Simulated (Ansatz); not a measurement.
# BGeC (doublet): the correlation ladder, cc-pVDZ

An exercise on one series of results from a longer session: the logs are not shown, and one member is left open.

Computed with Ansatz 0.2.0, Gaussian basis. Level: cc-pVDZ, core rule «outside noble gas», up to 16 orbitals frozen.

Plan: UHF; CCSD(T) on ROHF; CCSD(T) on UHF; BCCD(T) on ROHF; CISD as a restricted active space (open shells left free, so some higher excitations enter); CCSDT(Q) on ROHF; CCSDT(Q) on UHF; CASSCF and MRCISD+Q, 9 electrons in 9 orbitals; CASSCF and NEVPT2, 9 electrons in 9 orbitals.

26 further runs of the same task are left out: 12 that didn't finish, 14 set aside as unsound or not needed. Runs told in other sessions of the task aren't counted.

## The geometry

The geometry is a PBE0/def2-TZVP stationary point (not a proven minimum) of the parent state, kept for this charge and spin. No spin-orbit coupling is included. The filled d shell of Ge may be among the frozen orbitals whatever the setting's name suggests.

3 atoms, charge 0, spin multiplicity 2.

Atoms are counted from 1 here; the program's logs count them from 0.

Bond lengths: B1–C2 1.397 Å, C2–Ge3 1.899 Å. Angles: B1–C2–Ge3 180.0°.

Set-up of the first run:

in.yaml

```yaml
crystal:
  periodic: [false, false, false]
  atoms:
    - {symbol: B, position_ang: [0.000000, 0.000000, 1.564300]}
    - {symbol: C, position_ang: [0.000000, 0.000000, 0.167100]}
    - {symbol: Ge, position_ang: [0.000000, 0.000000, -1.731400]}
basis:
  gaussian: {orbitals: cc-pVDZ}
magnetization: {spin_polarized: true, initial_magnetization: 1}
hamiltonian: {xc: hf}
output: {orbitals: {seedname: orbitals}}
```

Command:

```
> ansatz run in.yaml --threads 1 --pin off --events-out ev --progress --plain --max-ram 2393MiB
```

Among the steps run: UHF; CCSD(T) on ROHF; CCSD(T) on UHF; BCCD(T) on ROHF; CISD as a restricted active space (open shells left free, so some higher excitations enter); CCSDT(Q) on ROHF; CCSDT(Q) on UHF; CASSCF and MRCISD+Q, 9 electrons in 9 orbitals; CASSCF and NEVPT2, 9 electrons in 9 orbitals.

One table of the session follows, with a row left open; its other results are not shown here.

```
   method  from RCCSDT(Q) (meV)
     ROHF               +8280.1
      UHF               +7941.0
     RMP2               +1093.1
     UMP2               +1444.0
     CISD               +1505.2
    RCCSD                +713.5
    UCCSD                +692.1
 RCCSD(T)                 +95.2
 UCCSD(T)                +179.2
  BCCD(T)                 +96.1
   RCCSDT                 +64.8
   UCCSDT                 +60.5
RCCSDT(Q)                     0
UCCSDT(Q)                     ?
```

**Question.** Estimate the row for UCCSDT(Q).

**Answer.** from RCCSDT(Q) (meV): -28.6. In the column «from RCCSDT(Q) (meV)» it is the lowest.

Left out of the table: CASSCF frontier, NEVPT2 frontier, MRCISD frontier, MRCISD+Q frontier (the active space lost an orbital or holds another state than full CI finds).

To keep in mind: The determinant of HF (⟨S²⟩ 1.41) is far from a pure spin state, so its energy mixes those of several spin states; that is harmless only where they are near-degenerate. The determinant of CCSD(T) (⟨S²⟩ 1.34) is far from a pure spin state, so its energy mixes those of several spin states; high orders of coupled cluster remove much of that, low ones don't. The determinant of CCSDT(Q) (⟨S²⟩ 1.34) is far from a pure spin state, so its energy mixes those of several spin states; high orders of coupled cluster remove much of that, low ones don't. The program flags UCCSD(T) as in doubt, so read those rows with care; the flags are large difference. Warnings: spin contamination; coupled cluster took another determinant than the lowest. Restricted and unrestricted rows rest on different reference determinants; a gap between their highest levels can come from leftover correlation error, from unlike frozen cores or from another state. Warnings in the runs' records: passed over end.
